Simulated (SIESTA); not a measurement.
The system is TaWC2.

```
CELL_PARAMETERS angstrom
1.57186 0.90751 5.10162
-1.57186 0.90751 5.10162
0.00000 -1.81502 5.10162
ATOMIC_POSITIONS crystal
W 0.00000 0.00000 0.00000
Ta 0.50000 0.50000 0.50000
C 0.25093 0.25093 0.25093
C 0.74907 0.74907 0.74907
```

The cell comes from a database or a generator and needn't be the stable form of this composition.

| Property | Result |
| --- | --- |
| Program | SIESTA 5.4.2 |
| Task | single point |
| Functional | PBEsol |
| Potentials or basis | PseudoDojo 0.4 standard (PBEsol files) |
| Basis | DZP (energy shift 0.003 Ry; two zetas on semicore shells) |
| Grid cutoff | 800 Ry |
| Energy shift | 0.003 Ry |
| k mesh | 10 × 10 × 10 |
| Occupations | fermi-dirac, width 0.05 eV |
| Spin | no spin polarisation |

On this cell: pressure -4.6 GPa; largest force 0.035 eV/Å; band gap on the k mesh none (metal or under the smearing width).

The same run follows on a disturbed copy (atoms moved at random, drawn with an rms of 0.05 Å):

```xyz
4
Lattice="1.5719 0.9075 5.1016 -1.5719 0.9075 5.1016 0.0000 -1.8150 5.1016" Properties=species:S:1:pos:R:3 pbc="T T T"
W     0.0148   -0.0411   -0.0006
Ta    0.0455    0.0298    7.6277
C     0.0198    0.0033    3.8309
C    -0.0271   -0.0257   11.4327
```

Question: What does the disturbed cell give?

Answer: The energy (extrapolated to zero smearing) moves by +7.7 meV/atom; pressure -4.0 GPa; largest force 0.807 eV/Å; band gap on the k mesh none (metal or under the smearing width).

Forces in eV/Å, atoms in the order of the input:
```
W   -0.295 -0.013 -0.131
Ta  -0.338 -0.126  0.065
C   -0.064 -0.161 -0.213
C    0.696  0.300  0.278
```

Stress tensor (GPa, compression positive):
```
-3.86  0.28  0.16
 0.28 -3.87 -0.15
 0.16 -0.15 -4.25
```

Caveats: short orbitals over semicore shells can move pressures by several GPa; the basis of atomic orbitals isn't converged, which shifts pressures, moduli and gaps.
